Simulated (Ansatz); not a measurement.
**CH₃B₂Cl (SMILES ClC1BB1): single points off equilibrium**

The task here is to estimate one member of a computed series from the others.

The runs use Ansatz 0.2.0, Gaussian basis; single points in def2-TZVPP.

Cores are frozen in the correlated methods.

### Starting geometry

SMILES `ClC1BB1`, 7 atoms, charge 0, spin multiplicity 1.

Atoms are counted from 1 here; the program's logs count them from 0.

Bond lengths: Cl1–C2 1.832 Å, C2–B3 1.542 Å, C2–B4 1.628 Å, C2–H5 1.160 Å, B3–B4 1.483 Å, B3–H6 1.090 Å, B4–H7 1.176 Å. Angles: Cl1–C2–B3 117.9°, Cl1–C2–B4 150.7°, Cl1–C2–H5 105.5°, B3–C2–B4 55.7°, B3–C2–H5 132.6°, B4–C2–H5 94.4°, C2–B3–B4 65.1°, C2–B3–H6 126.5°, B4–B3–H6 165.0°, C2–B4–B3 59.2°, C2–B4–H7 118.3°, B3–B4–H7 171.9°.

As a file:

```xyz
7
charge 0, multiplicity 1
Cl   -2.0288   -0.6348   -0.7249
C    -0.2762   -0.2136   -0.3999
B     0.0179    1.0102    0.4901
B     0.9916   -0.1018    0.6148
H     0.3286   -0.7369   -1.2400
H    -0.6509    1.8500    0.6790
H     1.8212   -0.9334    0.5654
```

The first run:

File run/in.yaml:

```yaml
crystal:
  periodic: [false, false, false]
  atoms:
    - {symbol: Cl, position_ang: [-2.028800, -0.634800, -0.724900]}
    - {symbol: C, position_ang: [-0.276200, -0.213600, -0.399900]}
    - {symbol: B, position_ang: [0.017900, 1.010200, 0.490100]}
    - {symbol: B, position_ang: [0.991600, -0.101800, 0.614800]}
    - {symbol: H, position_ang: [0.328600, -0.736900, -1.240000]}
    - {symbol: H, position_ang: [-0.650900, 1.850000, 0.679000]}
    - {symbol: H, position_ang: [1.821200, -0.933400, 0.565400]}
basis:
  gaussian: {orbitals: def2-TZVPP}
correlation: {method: ccsd_t}
output: {forces: true}
```

No record of the launch command was kept for these runs.

Steps of the session up to this table: CCSD(T)/def2-TZVPP; PBE0-D4/def2-TZVPP; wB97M-V/def2-TZVPP; r2SCAN-D4/def2-TZVPP; PBE-D4/def2-TZVPP; LC-wPBE/def2-TZVPP; HSE06-D4/def2-TZVPP.

One of the session's tables, all rows but one given; the rest of the session is left out.

| method | RMS force component (eV/Å) | angle to CCSD(T) forces (°) | dipole (D) |
| --- | --- | --- | --- |
| CCSD(T) | 1.162 | reference | 1.18 |
| PBE0-D4 | 1.141 | 10.7 | 1.22 |
| wB97M-V | 1.120 | 8.8 | 1.23 |
| r2SCAN-D4 | 1.098 | 9.4 | 1.20 |
| PBE-D4 | 1.078 | 10.6 | 1.14 |
| LC-wPBE | 1.182 | 15.9 | 1.31 |
| HSE06-D4 | ? | ? | ? |

**Question.** Estimate the row for HSE06-D4.

As computed: RMS force component (eV/Å): 1.139; angle to CCSD(T) forces (°): 10.6; dipole (D): 1.22. In the column «RMS force component (eV/Å)» it lies between wB97M-V (1.120) and PBE0-D4 (1.141).
